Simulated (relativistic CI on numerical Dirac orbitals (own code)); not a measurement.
# Pb VI (Pb⁵⁺): levels and lines

Aim: the low levels of Pb⁵⁺, their labels and the strongest lines; further runs change one setting each.

Program: relativistic CI on numerical Dirac orbitals (own code) version 4. Level of theory: Dirac-Coulomb-Breit CI, KLI orbitals optimised for each configuration, model QED (radiative potential, 1s self-energy scaled to tabulated hydrogen-like ionisation energies), valence Slater integrals scaled by 0.85, P86 correlation energy added to each configuration. These are calculated values, not measurements, unless marked.

## (1) The system

* ion: Pb⁵⁺ (Pb VI)
* nuclear charge: 82
* electrons: 77
* isotope: A = 208
* first configuration typed: [Xe] 4f14 5d9

Outer shells as boxes (Hund's rule):

first configuration typed
```
[Xe] core
4f [↑↓][↑↓][↑↓][↑↓][↑↓][↑↓][↑↓]
5d [↑↓][↑↓][↑↓][↑↓][↑ ]
```

## (2) The main run

Settings of the run:

```ini
atom Pb  Z=82  charge=5  electrons=77
nucleus A=208  rms_radius_fm=5.5012
hamiltonian dirac-coulomb  breit=on  qed=on  c_scale=1
orbitals kli  potential=per-configuration
slater_scale 0.85
correlation p86
mixing on
configurations
  [Xe] 4f14 5d9
  [Xe] 4f14 5d8 6s
  [Xe] 4f14 5d8 5f
  [Xe] 4f14 5d8 6p
  [Xe] 4f14 5d8 5g
  [Kr] 4d10 4f14 5s2 5p5 5d10
  [Xe] 4f14 5d8 6d
  [Xe] 4f14 5d8 7s
  [Xe] 4f14 5d7 6s 6p
  [Xe] 4f14 5d8 7p
  [Xe] 4f14 5d8 7d
  [Xe] 4f14 5d8 6f
  [Xe] 4f14 5d8 8s
  [Xe] 4f14 5d8 8p
  [Xe] 4f14 5d8 7f
  [Xe] 4f14 5d7 5f 6s
  [Kr] 4d10 4f14 5s2 5p5 5d9 5f
  [Kr] 4d10 4f14 5s 5p6 5d10
  [Kr] 4d10 4f14 5s2 5p5 5d9 5g
  [Xe] 4f14 5d7 6p 6d
  [Xe] 4f14 5d7 5f 5g
  [Kr] 4d10 4f14 5s2 5p5 5d9 6s
  [Xe] 4f14 5d7 6s2
  [Xe] 4f14 5d6 5f 6s2
  [Xe] 4f14 5d6 6s2 6p
  [Xe] 4f14 5d6 5g 6s2
  [Xe] 4f14 5d6 6s2 6d
end
```

Launch:

```
> python run_levels.py task.json out
```

task.json lists these runs, among others, and the program works through them in turn.

The program writes no log. Results of the run, from its result record (rounded, main fields):

```text
{
  "status": "converged",
  "levels [i, E_cm, J2, conf, term, w_term, jj, w_jj, g, tau_s, breit_cm, qed_cm]": [
    [0, 0, 5, "5s2 5p6 5d9", "2D", 0.9956, "5d5/2^5", 0.9956, 1.2, "-", 0, 0],
    [1, 21574.032, 3, "5s2 5p6 5d9", "2D", 0.9955, "5d3/2^3 5d5/2^6", 0.9955, 0.7988, 0.006169, -470.2, 55.5],
    [2, 141565.75, 9, "5s2 5p6 5d8 6s", "4F", 0.9486, "5d5/2^4 6s", 0.9448, 1.322, 0.003968, 382, 586],
    [3, 148766.43, 7, "5s2 5p6 5d8 6s", "4F", 0.526, "5d5/2^4 6s", 0.8711, 1.176, 0.0001246, 334.4, 582],
    [4, 153418.79, 5, "5s2 5p6 5d8 6s", "2D", 0.4269, "5d5/2^4 6s", 0.9637, 1.338, 0.0002543, 404.5, 581.8],
    [5, 155590.23, 3, "5s2 5p6 5d8 6s", "2D", 0.51, "5d5/2^4 6s", 0.891, 0.8465, 0.0001282, 359.3, 584],
    [6, 164962.57, 5, "5s2 5p6 5d8 6s", "4F", 0.7421, "5d3/2^3 5d5/2^5 6s", 0.9332, 1.071, 0.0003535, -85.41, 637.9],
    [7, 165903.07, 7, "5s2 5p6 5d8 6s", "2F", 0.5023, "5d3/2^3 5d5/2^5 6s", 0.8971, 1.18, 6.668e-05, -50, 624.9],
    [8, 169396.98, 1, "5s2 5p6 5d8 6s", "4P", 0.7452, "5d5/2^4 6s", 0.7686, 2.441, 0.0002468, 268.8, 600.7],
    [9, 173164, 3, "5s2 5p6 5d8 6s", "4P", 0.617, "5d3/2^3 5d5/2^5 6s", 0.8789, 1.3, 0.0003853, -92.18, 641.3],
    [10, 175116.62, 5, "5s2 5p6 5d8 6s", "2F", 0.4372, "5d3/2^3 5d5/2^5 6s", 0.9908, 1.202, 6.756e-05, -97.88, 631.2],
    [11, 179525.47, 3, "5s2 5p6 5d8 6s", "2P", 0.4734, "5d3/2^3 5d5/2^5 6s", 0.8007, 1.253, 5.159e-05, -110.4, 636.1],
    [12, 181957.32, 9, "5s2 5p6 5d8 6s", "2G", 0.9469, "5d3/2^3 5d5/2^5 6s", 0.9435, 1.122, 7.53e-05, -82.69, 631.7],
    [13, 182944.64, 7, "5s2 5p6 5d8 6s", "2G", 0.903, "5d3/2^3 5d5/2^5 6s", 0.9721, 0.9126, 9.613e-05, -96.34, 631.7],
    [14, 184644.63, 1, "5s2 5p6 5d8 6s", "2P", 0.8288, "5d3/2^3 5d5/2^5 6s", 0.8822, 0.9636, 2.957e-05, -30.94, 620.3],
    [15, 193879.25, 3, "5s2 5p6 5d8 6s", "2D", 0.4586, "5d3/2^2 5d5/2^6 6s", 0.7674, 0.8652, 5.618e-05, -475.6, 676.6],
    [16, 194958.65, 5, "5s2 5p6 5d8 6s", "2F", 0.3952, "5d3/2^2 5d5/2^6 6s", 0.9483, 1.074, 5.223e-05, -571.3, 684.9],
    [17, 222103.44, 1, "5s2 5p6 5d8 6s", "2S", 0.7385, "5d3/2^2 5d5/2^6 6s", 0.8721, 1.932, 3.68e-05, -434.5, 676.6],
    [18, 231284.29, 7, "5s2 5p6 5d8 6p", "4D*", 0.5935, "5d5/2^4 6p1/2", 0.9252, 1.324, 6.812e-10, 730.7, 109.2],
    [19, 234540.4, 9, "5s2 5p6 5d8 6p", "2G*", 0.4032, "5d5/2^4 6p1/2", 0.9412, 1.169, 6.861e-10, 712.7, 108.5],
    [20, 241082.47, 3, "5s2 5p6 5d8 6p", "2D*", 0.3435, "5d5/2^4 6p1/2", 0.9561, 1.215, 6.621e-10, 750, 108.8],
    [21, 242001.54, 5, "5s2 5p6 5d8 6p", "2F*", 0.3666, "5d5/2^4 6p1/2", 0.9189, 1.079, 6.57e-10, 725.6, 110],
    [22, 253022.8, 5, "5s2 5p6 5d8 6p", "4D*", 0.4145, "5d3/2^3 5d5/2^5 6p1/2", 0.9022, 1.118, 4.353e-10, 278.2, 161.3],
    [23, 253440.3, 7, "5s2 5p6 5d8 6p", "4G*", 0.602, "5d3/2^3 5d5/2^5 6p1/2", 0.9511, 1.023, 5.996e-10, 266.3, 161.8],
    [24, 255565.6, 1, "5s2 5p6 5d8 6p", "2P*", 0.4778, "5d5/2^4 6p1/2", 0.7388, 0.7625, 6.607e-10, 617.8, 122.8],
    [25, 260136.45, 3, "5s2 5p6 5d8 6p", "4D*", 0.4243, "5d3/2^3 5d5/2^5 6p1/2", 0.8809, 1.179, 5.078e-10, 239.8, 167.8],
    [26, 261626.18, 11, "5s2 5p6 5d8 6p", "4G*", 0.9254, "5d5/2^4 6p3/2", 0.9499, 1.261, 2.714e-10, 392.8, 128.1],
    [27, 262940.34, 5, "5s2 5p6 5d8 6p", "4G*", 0.2677, "5d3/2^3 5d5/2^5 6p1/2", 0.7966, 1.071, 2.595e-10, 244.4, 163.3],
    [28, 263064.54, 1, "5s2 5p6 5d8 6p", "4P*", 0.6054, "5d3/2^3 5d5/2^5 6p1/2", 0.9186, 1.787, 6.997e-10, 269.9, 166.5],
    [29, 264781.93, 9, "5s2 5p6 5d8 6p", "4F*", 0.6619, "5d5/2^4 6p3/2", 0.9245, 1.247, 2.826e-10, 387.5, 129.3],
    [30, 265106.96, 7, "5s2 5p6 5d8 6p", "2F*", 0.5238, "5d5/2^4 6p3/2", 0.7295, 1.21, 2.162e-10, 355.9, 136.2],
    [31, 267481.51, 3, "5s2 5p6 5d8 6p", "4D*", 0.3526, "5d3/2^3 5d5/2^5 6p1/2", 0.6795, 1.22, 3.162e-10, 269.3, 159.5],
    [32, 268091.21, 5, "5s2 5p6 5d8 6p", "2D*", 0.7175, "5d5/2^4 6p3/2", 0.8429, 1.176, 8.271e-11, 398.8, 129.4],
    [33, 269922.91, 9, "5s2 5p6 5d8 6p", "2H*", 0.7262, "5d3/2^3 5d5/2^5 6p1/2", 0.9041, 0.9637, 6.779e-10, 240, 161],
    [34, 271710.39, 7, "5s2 5p6 5d8 6p", "2F*", 0.7098, "5d3/2^3 5d5/2^5 6p1/2", 0.6032, 1.134, 8.523e-11, 297.5, 150.4],
    [35, 272961.45, 5, "5s2 5p6 5d8 6p", "2D*", 0.5931, "5d5/2^4 6p3/2", 0.8678, 1.214, 7.317e-11, 396.4, 132.1],
    [36, 275493.71, 7, "5s2 5p6 5d8 6p", "2F*", 0.5433, "5d5/2^4 6p3/2", 0.7254, 1.177, 1.674e-10, 357.3, 136.4],
    [37, 277161.85, 1, "5s2 5p6 5d8 6p", "2P*", 0.4759, "5d5/2^4 6p3/2", 0.7967, 0.8006, 2.638e-10, 402.7, 131.4],
    [38, 277694.48, 3, "5s2 5p6 5d8 6p", "2P*", 0.4997, "5d5/2^4 6p3/2", 0.5898, 1.199, 5.384e-11, 308.2, 145],
    [39, 279605.07, 5, "5s2 5p6 5d8 6p", "4G*", 0.3305, "5d3/2^2 5d5/2^6 6p1/2", 0.5936, 0.9297, 3.504e-10, -130.5, 204.1],
    [40, 282868.41, 9, "5s2 5p6 5d8 6p", "4G*", 0.646, "5d3/2^3 5d5/2^5 6p3/2", 0.9877, 1.166, 2.841e-10, -69.77, 183.2],
    [41, 283988.22, 3, "5s2 5p6 5d8 6p", "4F*", 0.3859, "5d3/2^2 5d5/2^6 6p1/2", 0.4473, 0.9571, 1.475e-10, -69.28, 193],
    [42, 284822.39, 5, "5s2 5p6 5d8 6p", "2F*", 0.3533, "5d3/2^3 5d5/2^5 6p3/2", 0.6983, 1.116, 1.868e-10, -92.13, 191.9],
    [43, 285108.56, 7, "5s2 5p6 5d8 6p", "4F*", 0.5413, "5d3/2^3 5d5/2^5 6p3/2", 0.967, 1.153, 1.827e-10, -61.39, 182.3],
    [44, 289866.13, 3, "5s2 5p6 5d8 6p", "2D*", 0.5688, "5d3/2^3 5d5/2^5 6p3/2", 0.579, 1.004, 6.783e-11, -76.23, 189],
    "... 355 more rows left out ..."
  ],
  "lines, the strongest and those to the lowest levels [upper, lower, type, S_au, A_per_s, branching]": [
    [3, 0, "E2", 7.824, 7981, 0.9943],
    [4, 0, "E2", 2.468, 3916, 0.9959],
    [5, 0, "E2", 2.957, 7549, 0.9677],
    [6, 1, "E2", 1.48, 1675, 0.5921],
    [7, 0, "E2", 8.234, 1.449e+04, 0.9659],
    [8, 0, "E2", 0.5181, 4047, 0.9986],
    [10, 0, "E2", 3.173, 9753, 0.659],
    [10, 1, "E2", 3.078, 4903, 0.3312],
    [11, 0, "E2", 3.228, 1.685e+04, 0.8694],
    [11, 1, "E2", 0.8599, 2367, 0.1221],
    [12, 0, "E2", 5.895, 1.317e+04, 0.9915],
    [13, 1, "E2", 6.394, 9795, 0.9416],
    [14, 0, "E2", 1.852, 2.225e+04, 0.658],
    [14, 1, "E2", 1.77, 1.143e+04, 0.3379],
    [15, 0, "E2", 0.4167, 3196, 0.1796],
    [15, 1, "E2", 3.348, 1.424e+04, 0.7998],
    [16, 1, "E2", 6.332, 1.852e+04, 0.9672],
    [17, 1, "E2", 1.259, 2.286e+04, 0.8415]
  ],
  "n_levels_all": 6502,
  "total_energy [Ha]": -20871.649861,
  "configurations [conf, odd, states, E_av_cm, breit_Ha, qed_Ha, corr_Ha]": [
    ["5s2 5p6 5d9", 0, 10, 11395.6, 24.74, 17.04, -5.527],
    ["5s2 5p6 5d8 6s", 0, 90, 170540, 24.74, 17.04, -5.506],
    ["5s2 5p6 5d8 5f", 1, 630, 425034, 24.73, 17.04, -5.498],
    ["5s2 5p6 5d8 6p", 1, 270, 283142, 24.74, 17.04, -5.497],
    ["5s2 5p6 5d8 5g", 0, 810, 552040, 24.74, 17.04, -5.471],
    ["5s2 5p5 5d10", 1, 6, 620742, 24.73, 17.04, -5.523],
    ["5s2 5p6 5d8 6d", 0, 450, 413405, 24.74, 17.04, -5.49],
    ["5s2 5p6 5d8 7s", 0, 90, 431214, 24.74, 17.04, -5.492],
    ["5s2 5p6 5d7 6s 6p", 1, 1440, 455111, 24.74, 17.04, -5.483],
    ["5s2 5p6 5d8 7p", 1, 270, 473981, 24.74, 17.04, -5.489],
    ["5s2 5p6 5d8 7d", 0, 450, 530406, 24.74, 17.04, -5.485],
    ["5s2 5p6 5d8 6f", 1, 630, 530770, 24.74, 17.04, -5.491],
    ["5s2 5p6 5d8 8s", 0, 90, 537464, 24.74, 17.04, -5.483],
    ["5s2 5p6 5d8 8p", 1, 270, 558449, 24.74, 17.04, -5.484],
    "... 13 more rows left out ..."
  ],
  "radial 5s2 5p6 5d9 [Ha, bohr]": {"<r^-3>(5d)": 24.565, "<r^1>(5d)": 1.2252, "<r^2>(5d)": 1.7123, "<r^4>(5d)": 4.5937, "zeta(5d)": 0.039001},
  "radial 5s2 5p6 5d8 6s [Ha, bohr]": {"<r^-3>(5d)": 25.319, "<r^1>(5d)": 1.2123, "<r^2>(5d)": 1.6761, "<r^4>(5d)": 4.3987, "F2(5d,5d)": 0.3942, "F4(5d,5d)": 0.26556, "zeta(5d)": 0.040488, "<r^1>(6s)": 1.9178, "<r^2>(6s)": 4.0902, "<r^4>(6s)": 23.475, "G2(5d,6s)": 0.11484},
  "ionisation_energy [eV]": 84.6467
}
```

It took 12 s on 1 thread of Arm Neoverse V1, shared host.

Lowest levels:

```csv
level,energy (cm⁻¹),LS purity (%),jj purity (%),radiative lifetime (s)
5d9 2D5/2,0.0,100,100,-
5d9 2D3/2,21574,100,100,0.0062
5d8 6s 4F9/2,141566,95,94,0.004
5d8 6s [5d5/2^4 6s] J=7/2,148766,53,87,0.00012
5d8 6s [5d5/2^4 6s] J=5/2,153419,43,96,0.00025
5d8 6s [5d5/2^4 6s] J=3/2,155590,51,89,0.00013
5d8 6s 4F5/2,164963,74,93,0.00035
5d8 6s [5d3/2^3 5d5/2^5 6s] J=7/2,165903,50,90,6.7e-05
5d8 6s 4P1/2,169397,75,77,0.00025
5d8 6s [5d3/2^3 5d5/2^5 6s] J=3/2,173164,62,88,0.00039
5d8 6s [5d3/2^3 5d5/2^5 6s] J=5/2 (ii),175117,44,99,6.8e-05
5d8 6s [5d3/2^3 5d5/2^5 6s] J=3/2 (ii),179525,47,80,5.2e-05
5d8 6s 2G9/2,181957,95,94,7.5e-05
5d8 6s 2G7/2,182945,90,97,9.6e-05
```

Where the configurations lie:

```csv
configuration,levels among the lowest 60,parity,lowest (cm⁻¹),highest (cm⁻¹)
5d9,2,even,0.0,21574
5d8 6s,16,even,141566,222103
5d8 6p,41,odd,231284,310765
5d7 6s2,1,even,308247,308247
```

The strongest allowed lines among the lowest 400 of 6502 levels, ranked by gA:

```csv
upper,lower,wavelength (nm),A (1/s)
5d8 5f 2F°7/2 + 5d8 7p 2F° (vi),5d9 2D5/2,22.22,8.22e+10
5d8 5f 2F°7/2 + 5d8 7p 2F° (vii),5d9 2D5/2,22.01,7.36e+10
5d8 5f 2D°3/2 + 5d7 6s 6p 4D° (vi),5d9 2D3/2,22.49,8.31e+10
5d8 5f 2D°5/2 + 5d8 7p 2D° (iii),5d9 2D5/2,22.33,4.63e+10
5d8 7p 2D°5/2 + 4D° (ii),5d9 2D5/2,21.62,4.32e+10
5d8 5f 2F°5/2 + 5d7 6s 6p 4P° (vi),5d9 2D3/2,22.53,3.34e+10
5d8 5f 2F°5/2 + 5d7 6s 6p 2F° (vii),5d9 2D3/2,22.50,3.16e+10
5d8 7p [5d5/2^4 7p1/2] J=5/2°,5d9 2D5/2,22.25,3.08e+10
5d8 5f 2P°1/2 + 5d7 6s 6p 2S° (iv),5d9 2D3/2,23.02,6.99e+10
5d8 5f 2P°3/2 + 5d7 6s 6p 4F° (ii),5d9 2D5/2,23.03,3.18e+10
```

## (3) Correlation estimate lda-sx

The settings differ from step 2 so:

```diff
@@ -5,3 +5,3 @@
 slater_scale 0.85
-correlation p86
+correlation lda-sx
 mixing on
```

Results of the run:

```text
{
  "status": "converged",
  "levels [i, E_cm, J2, conf, term, w_term, w_jj]": [
    [0, 0, 5, "5s2 5p6 5d9", "2D", 0.9956, 0.9956],
    [1, 21574.106, 3, "5s2 5p6 5d9", "2D", 0.9955, 0.9955],
    [2, 140745.8, 9, "5s2 5p6 5d8 6s", "4F", 0.9486, 0.9448],
    [3, 147948.69, 7, "5s2 5p6 5d8 6s", "4F", 0.5261, 0.871],
    [4, 152600.66, 5, "5s2 5p6 5d8 6s", "2D", 0.4269, 0.9636],
    [5, 154772.63, 3, "5s2 5p6 5d8 6s", "2D", 0.51, 0.8909],
    [6, 164143.31, 5, "5s2 5p6 5d8 6s", "4F", 0.7421, 0.9332],
    [7, 165085.51, 7, "5s2 5p6 5d8 6s", "2F", 0.5024, 0.897],
    [8, 168578.97, 1, "5s2 5p6 5d8 6s", "4P", 0.7453, 0.7686],
    [9, 172345.17, 3, "5s2 5p6 5d8 6s", "4P", 0.617, 0.8789],
    [10, 174299.44, 5, "5s2 5p6 5d8 6s", "2F", 0.4372, 0.9908],
    [11, 178707.82, 3, "5s2 5p6 5d8 6s", "2P", 0.4734, 0.8007],
    "... 388 more rows left out ..."
  ],
  "n_levels_all": 6502,
  "total_energy [Ha]": -20874.449526,
  "configurations [conf, odd, states, E_av_cm, breit_Ha, qed_Ha, corr_Ha]": [
    ["5s2 5p6 5d9", 0, 10, 11397.9, 24.74, 17.04, -8.327],
    ["5s2 5p6 5d8 6s", 0, 90, 169719, 24.74, 17.04, -8.309],
    ["5s2 5p6 5d8 5f", 1, 630, 424270, 24.73, 17.04, -8.301],
    ["5s2 5p6 5d8 6p", 1, 270, 282236, 24.74, 17.04, -8.301],
    ["5s2 5p6 5d8 5g", 0, 810, 552399, 24.74, 17.04, -8.269],
    ["5s2 5p5 5d10", 1, 6, 620969, 24.73, 17.04, -8.322],
    ["5s2 5p6 5d8 6d", 0, 450, 414267, 24.74, 17.04, -8.286],
    ["5s2 5p6 5d8 7s", 0, 90, 434646, 24.74, 17.04, -8.276],
    ["5s2 5p6 5d7 6s 6p", 1, 1440, 453929, 24.74, 17.04, -8.288],
    ["5s2 5p6 5d8 7p", 1, 270, 477516, 24.74, 17.04, -8.273],
    ["5s2 5p6 5d8 7d", 0, 450, 533725, 24.74, 17.04, -8.269],
    ["5s2 5p6 5d8 6f", 1, 630, 534572, 24.74, 17.04, -8.273],
    ["5s2 5p6 5d8 8s", 0, 90, 541071, 24.74, 17.04, -8.266],
    ["5s2 5p6 5d8 8p", 1, 270, 562543, 24.74, 17.04, -8.265],
    "... 13 more rows left out ..."
  ],
  "ionisation_energy [eV]": 84.9552
}
```

It took 12 s on 1 thread of Arm Neoverse V1, shared host.

How the levels moved (cm⁻¹, from the main run's lowest level):

```csv
level,main run,shift
5d9 2D3/2,21574,+0.1
5d8 6s 4F9/2,141566,-820.0
5d8 6s [5d5/2^4 6s] J=7/2,148766,-817.7
5d8 6s [5d5/2^4 6s] J=5/2,153419,-818.1
5d8 6s [5d5/2^4 6s] J=3/2,155590,-817.6
5d8 6s 4F5/2,164963,-819.3
5d8 6s [5d3/2^3 5d5/2^5 6s] J=7/2,165903,-817.6
5d8 6s 4P1/2,169397,-818.0
5d8 6s [5d3/2^3 5d5/2^5 6s] J=3/2,173164,-818.8
5d8 6s [5d3/2^3 5d5/2^5 6s] J=5/2 (ii),175117,-817.2
5d8 6s [5d3/2^3 5d5/2^5 6s] J=3/2 (ii),179525,-817.6
5d8 6s 2G9/2,181957,-818.6
```

## (4) Slater integrals scaled by 1

The settings differ from step 3 so:

```diff
@@ -4,4 +4,4 @@
 orbitals kli  potential=per-configuration
-slater_scale 0.85
-correlation lda-sx
+slater_scale 1
+correlation p86
 mixing on
```

Results of the run:

```text
{
  "status": "converged",
  "levels [i, E_cm, J2, conf, term, w_term, w_jj]": [
    [0, 0, 5, "5s2 5p6 5d9", "2D", 0.9942, 0.9942],
    [1, 21747.832, 3, "5s2 5p6 5d9", "2D", 0.9941, 0.9941],
    [2, 140327.77, 9, "5s2 5p6 5d8 6s", "4F", 0.9568, 0.9354],
    [3, 148455.81, 7, "5s2 5p6 5d8 6s", "4F", 0.5937, 0.823],
    [4, 154267.78, 5, "5s2 5p6 5d8 6s", "2D", 0.4076, 0.9309],
    [5, 156445.18, 3, "5s2 5p6 5d8 6s", "2D", 0.4876, 0.8457],
    [6, 164223.56, 5, "5s2 5p6 5d8 6s", "4F", 0.7061, 0.897],
    [7, 165794.71, 7, "5s2 5p6 5d8 6s", "2F", 0.5671, 0.855],
    [8, 171710.2, 1, "5s2 5p6 5d8 6s", "4P", 0.8059, 0.703],
    [9, 173638.31, 3, "5s2 5p6 5d8 6s", "4P", 0.6046, 0.8281],
    [10, 176113.76, 5, "5s2 5p6 5d8 6s", "2F", 0.4539, 0.9877],
    [11, 180960.38, 3, "5s2 5p6 5d8 6s", "2P", 0.4214, 0.7424],
    [12, 184388.8, 9, "5s2 5p6 5d8 6s", "2G", 0.9546, 0.9336],
    [13, 185429.18, 7, "5s2 5p6 5d8 6s", "2G", 0.9132, 0.9653],
    [14, 187682.57, 1, "5s2 5p6 5d8 6s", "2P", 0.8601, 0.8413],
    [15, 195322.87, 3, "5s2 5p6 5d8 6s", "2D", 0.4499, 0.6877],
    "... 384 more rows left out ..."
  ],
  "n_levels_all": 6502,
  "total_energy [Ha]": -20871.654492,
  "configurations [conf, odd, states, E_av_cm, breit_Ha, qed_Ha, corr_Ha]": [
    ["5s2 5p6 5d9", 0, 10, 12412, 24.74, 17.04, -5.527],
    ["5s2 5p6 5d8 6s", 0, 90, 171557, 24.74, 17.04, -5.506],
    ["5s2 5p6 5d8 5f", 1, 630, 426051, 24.73, 17.04, -5.498],
    ["5s2 5p6 5d8 6p", 1, 270, 284158, 24.74, 17.04, -5.497],
    ["5s2 5p6 5d8 5g", 0, 810, 553056, 24.74, 17.04, -5.471],
    ["5s2 5p5 5d10", 1, 6, 621759, 24.73, 17.04, -5.523],
    ["5s2 5p6 5d8 6d", 0, 450, 414421, 24.74, 17.04, -5.49],
    ["5s2 5p6 5d8 7s", 0, 90, 432231, 24.74, 17.04, -5.492],
    ["5s2 5p6 5d7 6s 6p", 1, 1440, 456127, 24.74, 17.04, -5.483],
    ["5s2 5p6 5d8 7p", 1, 270, 474997, 24.74, 17.04, -5.489],
    ["5s2 5p6 5d8 7d", 0, 450, 531422, 24.74, 17.04, -5.485],
    ["5s2 5p6 5d8 6f", 1, 630, 531787, 24.74, 17.04, -5.491],
    ["5s2 5p6 5d8 8s", 0, 90, 538480, 24.74, 17.04, -5.483],
    ["5s2 5p6 5d8 8p", 1, 270, 559465, 24.74, 17.04, -5.484],
    "... 13 more rows left out ..."
  ],
  "ionisation_energy [eV]": 84.4673
}
```

It took 12 s on 1 thread of Arm Neoverse V1, shared host.

How the levels moved (cm⁻¹, from the main run's lowest level):

```csv
level,main run,shift
5d9 2D3/2,21574,+173.8
5d8 6s 4F9/2,141566,-1238.0
5d8 6s [5d5/2^4 6s] J=7/2,148766,-310.6
5d8 6s [5d5/2^4 6s] J=5/2,153419,+849.0
5d8 6s [5d5/2^4 6s] J=3/2,155590,+854.9
5d8 6s 4F5/2,164963,-739.0
5d8 6s [5d3/2^3 5d5/2^5 6s] J=7/2,165903,-108.4
5d8 6s 4P1/2,169397,+2313.2
5d8 6s [5d3/2^3 5d5/2^5 6s] J=3/2,173164,+474.3
5d8 6s [5d3/2^3 5d5/2^5 6s] J=5/2 (ii),175117,+997.1
5d8 6s [5d3/2^3 5d5/2^5 6s] J=3/2 (ii),179525,+1434.9
5d8 6s 2G9/2,181957,+2431.5
```

[end of part 1 of 2]
